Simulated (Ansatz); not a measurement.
# C₂H₆BN: basis-set convergence

One table from this session's results is given with a row withheld; the runs are named, their logs left out.

Program: Ansatz 0.2.0, Gaussian basis. Level of theory: one geometry, several basis sets. These are calculated values, not measurements.

The runs, in order: PBE0-D4/def2-SVP; ωB97M-V/def2-SVP; PBE0-D4/def2-QZVPP; ωB97M-V/def2-QZVPP; the functionals' def2-TZVPP values are taken from earlier runs.

## The relaxed structure

All runs share one geometry, relaxed beforehand with PBE0-D4 in a triple-zeta def2 set.

10 atoms, charge 0, spin multiplicity 1.

Atoms are counted from 1 here; the program's logs count them from 0.

Bond lengths: B1–C2 1.554 Å, B1–H5 1.196 Å, B1–H6 1.192 Å, C2–N3 1.276 Å, C2–H7 1.104 Å, N3–C4 1.434 Å, C4–H8 1.094 Å, C4–H9 1.094 Å, C4–H10 1.099 Å. Angles: C2–B1–H5 120.5°, C2–B1–H6 118.9°, H5–B1–H6 120.7°, B1–C2–N3 119.4°, B1–C2–H7 121.5°, N3–C2–H7 119.1°, C2–N3–C4 118.5°, N3–C4–H8 108.6°, N3–C4–H9 108.6°, N3–C4–H10 114.0°, H8–C4–H9 106.1°, H8–C4–H10 109.6°, H9–C4–H10 109.6°.

The first run:

in.yaml

```yaml
crystal:
  periodic: [false, false, false]
  atoms:
    - {symbol: B, position_ang: [-1.061288, 1.311907, -1.204756]}
    - {symbol: C, position_ang: [0.007271, 0.432226, -0.498178]}
    - {symbol: N, position_ang: [-0.344282, -0.328654, 0.464459]}
    - {symbol: C, position_ang: [0.658584, -1.130736, 1.102936]}
    - {symbol: H, position_ang: [-0.752176, 2.033990, -2.107334]}
    - {symbol: H, position_ang: [-2.192549, 1.254377, -0.832363]}
    - {symbol: H, position_ang: [1.066327, 0.449808, -0.808808]}
    - {symbol: H, position_ang: [0.360906, -2.181625, 1.035619]}
    - {symbol: H, position_ang: [0.674228, -0.887059, 2.169674]}
    - {symbol: H, position_ang: [1.665879, -1.005333, 0.681654]}
basis:
  gaussian: {orbitals: def2-SVP}
hamiltonian: {xc: pbe0, dispersion: d4}
output: {orbitals: {seedname: orbitals}}
```

Started as:

```
> ansatz run in.yaml --threads 2 --pin off --events-out ev --progress --plain --max-ram 4352MiB
```

Among the steps run: PBE0-D4 in def2-SVP; ωB97M-V in def2-SVP; PBE0-D4 in def2-QZVPP; ωB97M-V in def2-QZVPP.

One of the session's tables, all rows but one given; the rest of the session is left out.

It belongs to the step «Functionals by basis». 

```
functional       basis  HOMO (eV)  LUMO (eV)
   PBE0-D4    def2-SVP      -7.26      -2.35
   PBE0-D4  def2-TZVPP          ?          ?
   PBE0-D4  def2-QZVPP      -7.45      -2.49
   ωB97M-V    def2-SVP      -9.60      -0.20
   ωB97M-V  def2-TZVPP      -9.79      -0.40
   ωB97M-V  def2-QZVPP      -9.81      -0.45
```

Estimate the missing values for PBE0-D4, def2-TZVPP.

**Answer.** HOMO (eV): -7.42; LUMO (eV): -2.46. In the column «HOMO (eV)» it lies between PBE0-D4, def2-QZVPP (-7.45) and PBE0-D4, def2-SVP (-7.26).
